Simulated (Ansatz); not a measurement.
# One shape, several levels: triplet InCl3

Aim: a comparison of 6 runs (UHF/STO-3G, UCAM-B3LYP/def2-SVP, UHSE06/def2-SVP, USVWN5/def2-SVP, RPA@PBE0/def2-SVP, UMP2/def2-SVP) of triplet InCl3. 

The results are computed with Ansatz 0.2.0.

42 further runs of the same task are left out: 6 that didn't finish, 36 set aside as unsound or not needed.

## Step 1: The system as given

The species is InCl3 (4 atoms), meant as a triplet with charge 0. SMILES of the parent species: `[Cl][In]([Cl])[Cl]`. The shape is that of a PBE0-D4/def2-TZVP optimisation. That shape belongs to the parent species and isn't relaxed for this state.

Bond lengths: Cl1–In2 2.293 Å, In2–Cl3 2.293 Å, In2–Cl4 2.293 Å. Angles: Cl1–In2–Cl3 120.0°, Cl1–In2–Cl4 120.0°, Cl3–In2–Cl4 120.0°.

## Step 2: The energy at UHF/STO-3G (run 1)

Input file job.yaml:

```yaml
crystal:
  periodic: [false, false, false]
  atoms:
    - symbol: Cl
      position_ang: [-0.202900, 0.521500, 2.213600]
    - symbol: In
      position_ang: [0.014400, -0.014800, -0.005300]
    - symbol: Cl
      position_ang: [1.015900, -1.985200, -0.615300]
    - symbol: Cl
      position_ang: [-0.772000, 1.418300, -1.613200]
basis:
  gaussian:
    orbitals: STO-3G
magnetization:
  spin_polarized: true
  initial_magnetization: 2
hamiltonian:
  xc: hf
accuracy: high
output:
  orbitals: {seedname: orbitals}
```

Launch:

```
$ ansatz run job.yaml --threads 1 --pin off --max-ram 3480MiB --events-out events.jsonl --progress --plain --runs-dir runs
```

The program printed:

```text
Warning: RAYON_NUM_THREADS=1 ignored (pool sized by the plan → 1); use --threads N
Functional definition: HF
  name "HF"
  exchange = exact_x
  correlation = 0
1030 factors; integrals over basis functions are off by at most 7.4e-9 eV
mean field evaluation 1: about -191745.7219 eV, gradient 1.1e1 eV
mean field evaluation 2: about -191745.8404 eV, gradient 1.1e1 eV
mean field evaluation 4: about -191747.5057 eV, gradient 1.2e0 eV
mean field evaluation 8: about -191747.5478 eV, gradient 1.5e-1 eV
mean field evaluation 16: about -191748.2484 eV, gradient 7.5e-2 eV
mean field evaluation 32: about -191748.0822 eV, gradient 1.6e0 eV
mean field evaluation 64: about -191748.1283 eV, gradient 2.0e-1 eV
mean field evaluation 96: about -191748.2406 eV, gradient 9.0e-5 eV
mean field evaluation 128: about -191747.1123 eV, gradient 4.7e0 eV
mean field evaluation 160: about -191747.5528 eV, gradient 2.3e-1 eV
mean field evaluation 192: about -191747.1863 eV, gradient 4.9e-1 eV
mean field evaluation 224: about -191746.7302 eV, gradient 1.5e-1 eV
mean field evaluation 256: about -191746.0642 eV, gradient 1.5e0 eV
mean field evaluation 288: about -191748.2344 eV, gradient 1.4e-1 eV
mean field -191748.24526010 eV, -7046.6180416801 hartree, gradient 4.3e-8 eV, S^2 2.006180; 6 other end points of the search recorded, 0 dependent functions left out
reference -191748.24526010 eV, -7046.6180416801 hartree; 51, 49 occupied and 3, 5 virtual orbitals, 1030 factors
Total energy: -191748.24526010 eV, -7046.6180416801 hartree
```

Run time: 14 s. Hardware: 1 thread of Arm Neoverse V2, shared host; peak memory 0.25 GiB.

## Step 3: The energy at UCAM-B3LYP/def2-SVP (core potential) (run 2)

Input file input.yaml:

```yaml
crystal:
  periodic: [false, false, false]
  atoms:
    - {symbol: Cl, position_ang: [-0.202900, 0.521500, 2.213600]}
    - {symbol: In, position_ang: [0.014400, -0.014800, -0.005300]}
    - {symbol: Cl, position_ang: [1.015900, -1.985200, -0.615300]}
    - {symbol: Cl, position_ang: [-0.772000, 1.418300, -1.613200]}
basis:
  gaussian:
    orbitals: def2-SVP
magnetization:
  spin_polarized: true
  initial_magnetization: 2
hamiltonian:
  xc: {name: CAM-B3LYP}
accuracy: high
output:
  orbitals: {seedname: orbitals}
```

Launch:

```
$ ansatz run input.yaml --threads 1 --pin off --max-ram 3480MiB --events-out events.jsonl --progress --plain --runs-dir runs
```

The program printed, shortened:

```text
Warning: RAYON_NUM_THREADS=1 ignored (pool sized by the plan → 1); use --threads N
Functional definition: CAM-B3LYP
  name "CAM-B3LYP"
[...]
1621 factors; integrals over basis functions are off by at most 1.1e-8 eV
384 factors; integrals over basis functions are off by at most 1.4e-9 eV
[...]
mean field -42729.08504464 eV, -1570.2649125765 hartree, gradient 5.6e-8 eV, S^2 2.007897; 6 other end points of the search recorded, 0 dependent functions left out
reference -42729.08506354 eV, -1570.2649132709 hartree; 37, 35 occupied and 43, 45 virtual orbitals, 1621 factors
Total energy: -42729.08506354 eV, -1570.2649132709 hartree
```

It took 46 s on 1 thread of Arm Neoverse V2, shared host; peak memory 0.54 GiB.

Runs 3 to 5 aren't shown in full; the table further down has their settings and results.

## Step 4: The energy at UMP2/def2-SVP (core potential) (run 6)

Input file in.yaml:

```yaml
crystal:
  periodic: [false, false, false]
  atoms:
    - {symbol: Cl, position_ang: [-0.202900, 0.521500, 2.213600]}
    - {symbol: In, position_ang: [0.014400, -0.014800, -0.005300]}
    - {symbol: Cl, position_ang: [1.015900, -1.985200, -0.615300]}
    - {symbol: Cl, position_ang: [-0.772000, 1.418300, -1.613200]}
basis:
  gaussian: {orbitals: def2-SVP}
magnetization: {spin_polarized: true, initial_magnetization: 2}
accuracy: high
correlation: {method: mp2, frozen_orbitals: {Cl: 5, In: 4}}
```

Launch:

```
$ ansatz run in.yaml --threads 1 --pin off --max-ram 3480MiB --events-out events.jsonl --progress --plain --runs-dir runs
```

The program printed, shortened:

```text
Warning: RAYON_NUM_THREADS=1 ignored (pool sized by the plan → 1); use --threads N
Functional definition: HF
  name "HF"
[...]
1621 factors; integrals over basis functions are off by at most 1.1e-8 eV
[...]
mean field -42646.56294442 eV, -1567.2322813289 hartree, gradient 2.0e-8 eV, S^2 2.015495; 14 other end points of the search recorded, 0 dependent functions left out
19 core orbitals not correlated: weight in the atoms' cores, before any rotation towards them, 1.000 or more for the frozen orbitals, at most 0.000 for the correlated occupied ones
reference -42646.56294442 eV, -1567.2322813289 hartree; 18, 16 occupied and 43, 45 virtual orbitals, 1621 factors
second order -12.31642594 eV of doubles, -0.00000000 eV of singles
Total energy: -42658.87937037 eV, -1567.6849016340 hartree
```

It took 26 s on 1 thread of Arm Neoverse V2, shared host; peak memory 0.36 GiB.

## Step 5: The series

```tsv
run	level	core potential	frozen core orbitals	energy (Eh)	HOMO energy (eV)	⟨S²⟩	wall time
1	UHF/STO-3G	none	–	-7046.618042	-2.54	2.006	14 s
2	UCAM-B3LYP/def2-SVP (core potential)	def2-SVP	–	-1570.264913	-5.53	2.008	46 s
3	UHSE06/def2-SVP (core potential)	def2-SVP	–	-1569.790065	-4.02	2.005	74 s
4	USVWN5/def2-SVP (core potential)	def2-SVP	–	-1565.529254	-3.72	2.001	21 s
5	RPA@PBE0/def2-SVP (core potential)	def2-SVP	19	-1567.910993	–	2.005	90 s
6	UMP2/def2-SVP (core potential)	def2-SVP	19	-1567.684902	–	2.015	26 s
```

## Step 6: Results

```
                                           quantity           value
                                run 6: total energy  -1567.68490 Eh
run 6: correlation energy (19 core orbitals frozen)      -452.6 mEh
           run 6: ⟨S²⟩ of the reference determinant           2.015
```

Totals of different functionals can't be ranked against each other. Some runs of one species differ in core potentials or relativity; totals across that change don't compare. In run 1 the basis is minimal, so the values are rough. In run 1 relativity is left out where basis or elements ask for it. All runs together took 4.5 min, the longest 90 s.
